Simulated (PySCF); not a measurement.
# SnO₂⁻: rigid scans about the minimum

How stiff is SnO₂⁻ (doublet) against rigid distortions? The scans start from its B3LYP minimum.

Method: B3LYP, basis Sn def2-SVPD with ECP28, O def2-SVPD, scalar-relativistic core potentials, no spin–orbit coupling, density fitting; program: PySCF 2.14.0.

## (1) Where the work starts

3 atoms, charge -1, spin multiplicity 2.

Bond lengths: Sn1–O2 1.943 Å, Sn1–O3 1.943 Å. Angles: O2–Sn1–O3 127.1°.

Z-matrix (Å, degrees; charge -1 multiplicity 2):
```
Sn
O  1 1.9425
O  1 1.9425 2 127.10
```

## (2) Fields at the lowest minimum

The plane holds Sn1 at (0.00, 0.00), O2 at (1.94, 0.00), O3 at (-1.17, 1.55) Å. Columns run from x = -3.15 to 4.35 Å, rows from y = 3.75 (top) to -1.95 Å, in steps of 0.3 Å. Electrons inside core potentials are absent.

Density (cut at 5 e/Å³):

Ten steps from '0' (0.000 e/Å³) to '9' (5.000 e/Å³), finer at the low end (step k begins (100^(k/10) - 1)/99 of the way up):
```
00000000000000000000000000
00000000000000000000000000
00000000000000000000000000
00000111110000000000000000
00011233321000000000000000
00013566532100000000000000
00125799853210000000000000
00136999964211000000000000
00135899964321111111000000
00124788755433233332100000
00013456667764446654210000
00012334699996568986310000
00001234799997679997420000
00001134799997579997420000
00000124699996568986310000
00000123467764445654210000
00000112344443233332100000
00000011223322111111000000
00000001111111100000000000
00000000011100000000000000
```

ELF (0 where the density is under 0.005 e/Å³):

Ten even steps from '0' (0.00) to '9' (0.94):
```
00000000000000000000000000
00000000000000000000000000
00001122111000000000000000
00023334332100000000000000
00234566653200000000000000
01356888875310000000000000
02468988986310000000000000
02579913886310001221000000
12579921884211123443210000
02468888741111246665320000
01345676213321368887531000
00123332168861289898642000
00011232381183284458743100
00001343481183284469753100
00013554268862278899753100
00025776323322258898642000
00036898643333235676531000
00006899987654223444310000
00006899999874111222100000
00000789999863100110000000
```

Electrostatic potential (cut at 20 V):

Ten steps from '0' (-7.30 V) to '9' (20.00 V), finer at the low end (step k begins (100^(k/10) - 1)/99 of the way up):
```
55555544445555555555556666
55544444444455555555555566
55444333334445555555555556
54433222223444455555555555
44322333222344444555555555
44313577532344444444555555
43214899953444444444445555
43116999975555543333444555
43105999987766543222344455
43204799988887653322234455
44323578999998766664233455
44433568999999889996323445
54444578999999999998423445
55555578999999999998423445
55555678999999889996213445
55555567899998766652023445
55555566788887653210134455
55555556677776543212334455
65555555666665544333444555
66555555555555544444445555
```

Values on the line from Sn1 (at 0) through O2 (at 1.943 Å):

```
distance (Å)  density (e/Å³)    ELF  electrostatic potential (V)  spin density (e/Å³)
        0.78            1.68  0.261                           32              -0.0105
        0.97           0.785  0.143                         14.4             -0.00358
        1.17            1.03  0.524                         9.21                0.063
        1.36            2.06  0.774                         18.2                0.237
        1.55            4.28  0.618                         63.6                0.628
        1.75            12.5   0.11                          265                 1.04
        2.04             119  0.968                          743                0.863
        2.23            6.32   0.31                          122                 0.72
        2.43            2.95  0.825                         28.2                0.303
        2.62            1.18  0.838                         2.97                0.121
        2.82           0.435  0.754                        -4.39               0.0452
        3.01           0.166  0.598                        -6.39               0.0177
```

Making the fields ran for 1.7 s (2 threads of Arm Neoverse V1, shared host).

## (3) Breathing scan

One driver script runs all scans and calls PySCF for each point, on a (75, 302) grid.

Run with:

```console
OMP_NUM_THREADS=2 python axn.py task.json out
```

A rigid scan with B3LYP: all bonds to the central atom are scaled together. Each point starts from its neighbour's orbitals, and energies count from the minimum. Dipoles of the ion refer to the centre of mass.

| scale of all bonds to the centre | energy (kJ/mol) | dipole size (D) | ⟨S²⟩ |
| --- | --- | --- | --- |
| 0.88 | 178.6 | 2.75 | 0.76 |
| 0.92 | 68.3 | 3.05 | 0.76 |
| 0.96 | 14.8 | 3.33 | 0.76 |
| 1.00 | 0.0 | 3.59 | 0.77 |
| 1.04 | 11.2 | 3.84 | 0.77 |
| 1.08 | 39.3 | 4.08 | 0.78 |
| 1.14 | 100.0 | 4.46 | 0.80 |
| 1.22 | 196.2 | 4.97 | 0.84 |
| 1.35 | 352.5 | 5.70 | 1.02 |

The scan took 18 s.

## (4) Stretching one bond

A rigid scan with B3LYP: the bond from Sn to the last atom (O) is scaled and the rest held.

```csv
scale of one bond,energy (kJ/mol),dipole size (D),⟨S²⟩
0.92,31.8,3.34,0.76
0.96,6.7,3.46,0.76
1.00,0.0,3.59,0.77
1.05,7.0,3.71,0.77
1.12,28.9,3.75,0.77
1.20,55.0,3.78,0.76
1.35,96.8,4.45,0.76
1.55,143.2,6.03,0.78
1.80,185.3,7.99,0.82
2.20,221.9,10.08,0.95
```

The scan took 21 s.

## (5) Bending curve

A rigid scan with B3LYP: the O–Sn–O angle changes, with bonds held.

```csv
bond angle (°),energy (kJ/mol),dipole size (D),⟨S²⟩
80,141.0,6.23,0.81
90,75.8,5.79,0.79
100,36.3,5.29,0.78
110,13.1,4.73,0.77
120,2.1,4.09,0.77
130,0.3,3.37,0.76
140,6.1,2.59,0.76
150,17.8,1.79,0.76
160,33.5,1.02,0.76
170,48.0,0.40,0.76
180,54.5,0.00,0.76
```

The scan took 22 s.

## (6) Summary of results

| quantity | value |
| --- | --- |
| all bonds 4 % longer | 11.2 kJ/mol |
| one bond 20 % longer | 55.0 kJ/mol |
| linear shape, bonds held | 54.5 kJ/mol |

In words: The well is lopsided, 14.8 kJ/mol for 4 % shorter bonds against 11.2 for 4 % longer ones. Held rigid otherwise, the linear shape costs 54 kJ/mol. Spin–orbit coupling, left out here, can matter for elements this heavy.
